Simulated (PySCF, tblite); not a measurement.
# C4H14BNSi: geometry, infrared bands and NMR shifts

Wanted: the infrared bands and NMR shifts of C4H14BNSi (`CB(C)[SiH2]N(C)C`), by calculation.

Programs: tblite 0.8.0 and PySCF 2.14.0, with density-fitted response routines of our own. Each step states its level of theory. These are calculated values for one molecule in the gas phase, unless marked as measured. Atoms are numbered from 0 throughout.

**1. The starting structure**

21 atoms, charge 0, multiplicity 1; geometry from: force field or distance geometry start.

Bonds of the start (Å): C0–B1 1.60, B1–C2 1.58, B1–Si3 1.93, Si3–N4 1.76, N4–C5 1.45, N4–C6 1.43, C0–H7 1.11, C0–H8 1.11, C0–H9 1.10, C2–H10 1.12, C2–H11 1.10, C2–H12 1.12, Si3–H13 1.46, Si3–H14 1.49, C5–H15 1.10, C5–H16 1.11, C5–H17 1.11, C6–H18 1.11, C6–H19 1.12, C6–H20 1.12.

**2. Optimising the geometry with GFN2-xTB**

What the job is given:

```
{"job": {"kind": "relax", "xc": "GFN2-xTB", "basis": "xTB"}, "charge": 0, "multiplicity": 1}
C      2.655000     0.383000     1.422500
B      1.551500     0.020100     0.316200
C      2.024100    -0.418300    -1.130300
Si    -0.276400     0.510200     0.715400
N     -1.469900    -0.387900    -0.220500
C     -1.731100     0.155500    -1.538300
C     -2.658500    -0.660200     0.534500
H      2.240700     0.970700     2.265100
H      3.429500     1.002200     0.922700
H      3.103600    -0.566400     1.750000
H      1.445700    -1.310400    -1.480700
H      3.106000    -0.610000    -1.054400
H      1.852600     0.404100    -1.865100
H     -0.408100     1.962100     0.645600
H     -0.495300     0.143900     2.144700
H     -0.966300     0.857900    -1.887600
H     -1.767100    -0.709400    -2.238300
H     -2.756400     0.588100    -1.561000
H     -3.430600    -1.200400    -0.060600
H     -3.103200     0.262100     0.985200
H     -2.354900    -1.380000     1.334600
```

Run with:

```console
$ OMP_NUM_THREADS=1 python probes_run.py task.json out
```

This one command runs all jobs of the session in turn.

**Question.** This job is followed by: GFN2-xTB harmonic vibrations, gas phase; GIAO PBE0/pcSseg-1 NMR shielding, non-relativistic, gas phase. What will the session give for the following? strongest single infrared mode (GFN2-xTB); zero-point energy (GFN2-xTB); ¹³C shifts against TMS (PBE0/pcSseg-1, means over atoms taken as alike); ¹H shifts against TMS (PBE0/pcSseg-1, means over atoms taken as alike); ¹¹B shifts against BF3·OEt2 (PBE0/pcSseg-1); ²⁹Si shifts against TMS (PBE0/pcSseg-1); ¹⁵N shifts against NH3 (PBE0/pcSseg-1).

As calculated:

```
                                                               quantity                  value
                              strongest single infrared mode (GFN2-xTB)  2023 cm⁻¹, 492 km/mol
                                           zero-point energy (GFN2-xTB)         108.7 kcal/mol
¹³C shifts against TMS (PBE0/pcSseg-1, means over atoms taken as alike)         44.7, 25.0 ppm
 ¹H shifts against TMS (PBE0/pcSseg-1, means over atoms taken as alike)   4.81, 2.51, 1.57 ppm
                            ¹¹B shifts against BF3·OEt2 (PBE0/pcSseg-1)              111.3 ppm
                                ²⁹Si shifts against TMS (PBE0/pcSseg-1)              -45.5 ppm
                                 ¹⁵N shifts against NH3 (PBE0/pcSseg-1)               10.6 ppm
```

What this shows: Relaxing lowered the energy by 0.607 eV in 251 steps; the close pair that moved most is C6–H20, from 1.118 to 1.086 Å. All 57 modes are real, so the xTB geometry is a minimum. The strongest single mode, at 2023 cm⁻¹, moves mainly H13. Unscaled tight-binding wavenumbers are off by several per cent, some by more. Its intensities can rank the bands wrongly. At PBE0/pcSseg-1: The widest tensor belongs to B1: span 221 ppm, with a paramagnetic part of -208 ppm.
